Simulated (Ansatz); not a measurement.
# C2H5ClSi, SMILES Cl[SiH]1CC1: an atomisation energy

Computed with Ansatz 0.2.0, Python API.

Notebook, run cell by cell (the value of a cell's last expression is shown):

In [1]:
```python
from collections import Counter

import ansatz as az


def single_point(molecule, charge=0, unpaired=0):
    calc = (
        molecule.calculation()
        .basis(gaussian="def2-TZVP")  # atom-centred Gaussian functions
        .functional("R2SCAN0")  # level of theory
    )
    if charge:
        calc = calc.charge(charge)
    if unpaired:
        calc = calc.spin("collinear", total=unpaired)
    report = calc.run().report
    if report["published_state_doubts"]:
        print("  doubts:", report["published_state_doubts"])
    return report["free_energy_ev"]
```

In [2]:
```python
GEOMETRY = """
Cl   -0.76000   -0.67560   -2.37870
Si   -0.15650    0.59980   -0.91490
C     0.92510   -0.14270    0.30430
C    -0.38400   -0.31020    0.72540
H    -0.88360    1.87330   -0.77530
H     1.50720   -1.00640   -0.00340
H     1.59710    0.54480    0.89480
H    -0.89300   -1.26620    0.59190
H    -0.86360    0.33680    1.53860
"""
```

In [3]:
```python
c2h5clsi = az.Crystal.molecule()
for line in GEOMETRY.strip().splitlines():
    symbol, *xyz = line.split()
    c2h5clsi = c2h5clsi.atom(symbol, [float(v) for v in xyz])
```

In [4]:
```python
# unpaired electrons of the ground-state atoms
unpaired = {"Cl": 1, "Si": 2, "C": 2, "H": 1}
counts = Counter(site.symbol for site in c2h5clsi.cartesian_sites)
atom_energy = {s: single_point(az.Crystal.molecule().atom(s, (0, 0, 0)), 0, unpaired[s]) for s in counts}
whole = single_point(c2h5clsi, 0, 0)
for s, e in atom_energy.items():
    print(f"{s:2s} x{counts[s]}  {e:14.5f} eV")
print(f"C2H5ClSi: {whole:.5f} eV")
split = sum(counts[s] * e for s, e in atom_energy.items()) - whole
print(f"atomisation energy (no zero-point term): {split:.3f} eV, {split / sum(counts.values()):.3f} eV an atom")
```
```text
Cl x1    -12520.40289 eV
Si x1     -7873.33412 eV
C  x2     -1029.51733 eV
H  x5       -13.60215 eV
C2H5ClSi: -22553.49994 eV
atomisation energy (no zero-point term): 32.718 eV, 3.635 eV an atom
```

32.718 eV from the electronic energies, without the zero-point term.

Total energies depend on the basis set; only differences at equal settings carry meaning. The geometry is a force-field or estimated start, not a minimum of this method, and the basis set is short of its limit. All parts are taken at fixed geometry, without zero-point energy. It ran for 5.6 s on 1 thread of Intel(R) Xeon(R) 6975P-C (Granite Rapids) (shared host), peak memory 0.36 GiB.

(Lines on the test bed's own set-up are left out of the output.)
